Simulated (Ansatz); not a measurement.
# C₂H₄BN: functionals against CCSD(T) at one geometry

The task here is to estimate one member of a computed series from the others.

The runs use Ansatz 0.2.0, Gaussian basis; single points in def2-TZVPP.

Cores are frozen in the correlated methods.

## Where the work starts

8 atoms, charge 0, spin multiplicity 1.

Atoms are counted from 1 here; the program's logs count them from 0.

Bond lengths: C1–N2 1.443 Å, C1–H5 1.073 Å, C1–H6 1.110 Å, C1–H7 1.087 Å, N2–B3 1.455 Å, N2–C4 1.269 Å, B3–C4 1.504 Å, C4–H8 1.105 Å. Angles: N2–C1–H5 111.2°, N2–C1–H6 109.5°, N2–C1–H7 107.5°, H5–C1–H6 108.5°, H5–C1–H7 109.0°, H6–C1–H7 111.1°, C1–N2–B3 159.1°, C1–N2–C4 134.3°, B3–N2–C4 66.6°, N2–B3–C4 50.8°, N2–C4–B3 62.6°, N2–C4–H8 124.6°, B3–C4–H8 172.7°.

Coordinates:

```
atom     x (Å)     y (Å)     z (Å)
  C1  -0.13400   0.92330  -0.33050
  N2   0.46930  -0.28180   0.18490
  B3   1.50170  -1.18280   0.67450
  C4   0.03150  -1.43580   0.48060
  H5  -0.60200   0.74810  -1.28010
  H6  -0.90600   1.28540   0.38080
  H7   0.65720   1.65790  -0.45620
  H8  -1.02080  -1.75520   0.36950
```

Set-up of the first run:

The input, run/in.yaml:

```yaml
crystal:
  periodic: [false, false, false]
  atoms:
    - {symbol: C, position_ang: [-0.134000, 0.923300, -0.330500]}
    - {symbol: N, position_ang: [0.469300, -0.281800, 0.184900]}
    - {symbol: B, position_ang: [1.501700, -1.182800, 0.674500]}
    - {symbol: C, position_ang: [0.031500, -1.435800, 0.480600]}
    - {symbol: H, position_ang: [-0.602000, 0.748100, -1.280100]}
    - {symbol: H, position_ang: [-0.906000, 1.285400, 0.380800]}
    - {symbol: H, position_ang: [0.657200, 1.657900, -0.456200]}
    - {symbol: H, position_ang: [-1.020800, -1.755200, 0.369500]}
basis:
  gaussian: {orbitals: def2-TZVPP}
correlation: {method: ccsd_t}
output: {forces: true}
```

Command:

```sh
$ ansatz run in.yaml --threads 4 --pin off --events-out ev --progress --plain --max-ram 5222MiB
```

Among the steps run: CCSD(T)/def2-TZVPP; PBE0-D4/def2-TZVPP; wB97M-V/def2-TZVPP; r2SCAN-D4/def2-TZVPP; PBE-D4/def2-TZVPP; wB97X-V/def2-TZVPP; SPW92/def2-TZVPP.

One table of the session follows, with a row left open; its other results are not shown here.

```
   method  RMS force component (eV/Å)  angle to CCSD(T) forces (°)  dipole (D)
  CCSD(T)                       1.159                    reference        6.71
  PBE0-D4                       0.966                         11.9        6.92
  wB97M-V                       0.985                         10.4        6.87
r2SCAN-D4                       1.007                          7.6        6.96
   PBE-D4                       1.056                          8.3        6.84
  wB97X-V                       0.991                          9.3        6.98
    SPW92                           ?                            ?           ?
```

Q: Estimate the row for SPW92 from the others.

As computed: RMS force component (eV/Å): 0.895; angle to CCSD(T) forces (°): 21.1; dipole (D): 6.95. In the column «RMS force component (eV/Å)» it is the lowest.

Limits of these values: CCSD(T) in triple zeta still lacks some correlation energy of the bonds, so part of these gaps is its own basis error and they don't rank the functionals.
